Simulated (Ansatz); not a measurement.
**SnH4Se4: small, medium and large basis sets**

How large a basis does SnH4Se4 need? Two functionals are run in growing sets.

Program: Ansatz 0.2.0, Gaussian basis. Level of theory: one geometry, several basis sets. These are calculated values, not measurements.

Plan: PBE0-D4/def2-SVP; ωB97M-V/def2-SVP; PBE0-D4/def2-QZVPP; ωB97M-V/def2-QZVPP; the functionals' def2-TZVPP values are taken from earlier runs.

**1. The geometry**

All runs share one geometry, relaxed beforehand with PBE0-D4/def2-TZVP. Sn takes the def2 core potential; no spin-orbit term is included.

SMILES `[SeH][Sn]([SeH])([SeH])[SeH]`, 9 atoms, charge 0, spin multiplicity 1.

Atoms are counted from 1 here; the program's logs count them from 0.

Bond lengths: Se1–Sn2 2.524 Å, Se1–H6 1.469 Å, Sn2–Se3 2.524 Å, Sn2–Se4 2.530 Å, Sn2–Se5 2.530 Å, Se3–H7 1.469 Å, Se4–H8 1.470 Å, Se5–H9 1.470 Å. Angles: Sn2–Se1–H6 90.8°, Se1–Sn2–Se3 104.4°, Se1–Sn2–Se4 109.3°, Se1–Sn2–Se5 113.0°, Se3–Sn2–Se4 113.0°, Se3–Sn2–Se5 109.3°, Se4–Sn2–Se5 107.9°, Sn2–Se3–H7 90.8°, Sn2–Se4–H8 90.6°, Sn2–Se5–H9 90.6°.

**2. PBE0-D4 in def2-SVP**

in.yaml

```yaml
crystal:
  periodic: [false, false, false]
  atoms:
    - {symbol: Se, position_ang: [-0.526153, 1.463517, -2.309300]}
    - {symbol: Sn, position_ang: [0.227623, 0.111729, -0.315315]}
    - {symbol: Se, position_ang: [2.674891, -0.331430, -0.746487]}
    - {symbol: Se, position_ang: [-1.149915, -2.005359, -0.170359]}
    - {symbol: Se, position_ang: [-0.025070, 1.354821, 1.873642]}
    - {symbol: H, position_ang: [-1.513722, 2.171334, -1.482796]}
    - {symbol: H, position_ang: [2.591962, -1.610767, -0.028266]}
    - {symbol: H, position_ang: [-0.741520, -2.195179, 1.229300]}
    - {symbol: H, position_ang: [-1.449497, 0.995136, 1.932681]}
basis:
  gaussian: {orbitals: def2-SVP}
hamiltonian: {xc: pbe0, dispersion: d4}
output: {orbitals: {seedname: orbitals}}
```

Command:

```bash
> ansatz run in.yaml --threads 2 --pin off --events-out ev --progress --plain --max-ram 32768MiB --backend cpu
```

Further steps of the session: ωB97M-V in def2-SVP; PBE0-D4 in def2-QZVPP; ωB97M-V in def2-QZVPP.

Before running them: what should the planned runs give, taken together? Wanted: PBE0-D4: double and triple zeta above quadruple; ωB97M-V: double and triple zeta above quadruple.

As calculated:

```
                                       quantity           value
PBE0-D4: double and triple zeta above quadruple  37.93, 5.56 eV
ωB97M-V: double and triple zeta above quadruple  37.64, 5.38 eV
```

PBE0-D4 gains 32.38 eV from double to triple zeta, then 5.56 eV more. These are total energies; as a rule much of such shifts cancels in differences, which this series doesn't test.
